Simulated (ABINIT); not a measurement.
Input of an ABINIT 10.8.3 (patched build) run:

Contents of run.abi:

```
# Pseudopotentials
pp_dirpath "./"
pseudos "Ta.GGA_PBE-ansatz.xml, F.GGA_PBE-ansatz.xml"

# Structure
acell 3*1.0 Angstrom
rprim
     3.9012000000     0.0000000000     0.0000000000
     0.0000000000     3.9012000000     0.0000000000
     0.0000000000     0.0000000000     3.9012000000
ntypat 2
znucl 73 9
natom 4
typat 1 2 2 2
xred
     0.0000000000     0.0000000000     0.0000000000
     0.0000000000     0.0000000000     0.5000000000
     0.0000000000     0.5000000000     0.0000000000
     0.5000000000     0.0000000000     0.0000000000

# Plane-wave basis
ecut 16.0
pawecutdg 32.0
pawxcdev 0
pawovlp 30

# k points
kptopt 1
ngkpt 5 5 5
nshiftk 1
shiftk 0.0 0.0 0.0

# Exchange and correlation
ixc 11

# Bands and occupations
nband 21
occopt 3
tsmear 0.05 eV

# SCF cycle
nstep 100
tolvrs 1.0e-9

# Output
iomode 3
prtwf 0
prtden 0
prteig 0
prtebands 0
enunit 2
```

Potentials or basis: Ansatz PAW PBE default generated set, frozen core.

Command:

```bash
$ mpirun --bind-to none -np 4 abinit run.abi > log 2>&1
```

Estimate the band gap on the k mesh.

none (metal or under the smearing width).

Estimate the pressure.

25.4 GPa.

Caveat: the atomic spheres overlap; so large a pressure means that the cell lies far from this level's equilibrium, or that cutoff or potentials fall short. Spin-orbit coupling is left out, which matters for the levels of Ta.
